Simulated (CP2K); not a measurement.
Crystal: GaGe.

```
Ge Ga
1.0
     4.09817    0.00000    0.00000
     2.04909    3.54912    0.00000
     2.04909    1.18304    3.34614
Ge Ga
1 1
Direct
  0.00000 0.00000 0.00000
  0.25000 0.25000 0.25000
```

The cell comes from a database or a generator and needn't be the stable form of this composition.

Base run:

```yaml
Program: CP2K 2026.2
Functional: PW91
Potentials_or_basis: POTENTIAL_UZH Ge GTH-PBE-q4, Ga GTH-PBE-q13; TZVP-MOLOPT-PBE-GTH basis
Density_cutoff: 9184 eV
k_mesh: 8 × 8 × 8
Occupations: fermi-dirac, width 0.05 eV
Spin: no spin polarisation
```

Its results: band gap on the k mesh none (metal or under the smearing width); pressure 0.5 GPa.

Task: After a change of settings the same cell gave: band gap on the k mesh none (metal or under the smearing width); pressure -1.2 GPa. Which change was it?
A. functional from PW91 to M06-L
B. functional from PW91 to revPBE
C. functional from PW91 to PBE
D. functional from PW91 to PBEsol

Result: D.

PBEsol binds more tightly than PW91, so the same cell stands under less pressure.

Caveats: the potentials were made for another functional, which shifts forces and pressure; the basis of atomic orbitals isn't converged, which shifts pressures, moduli and gaps.

Not every run made on this cell is shown here.
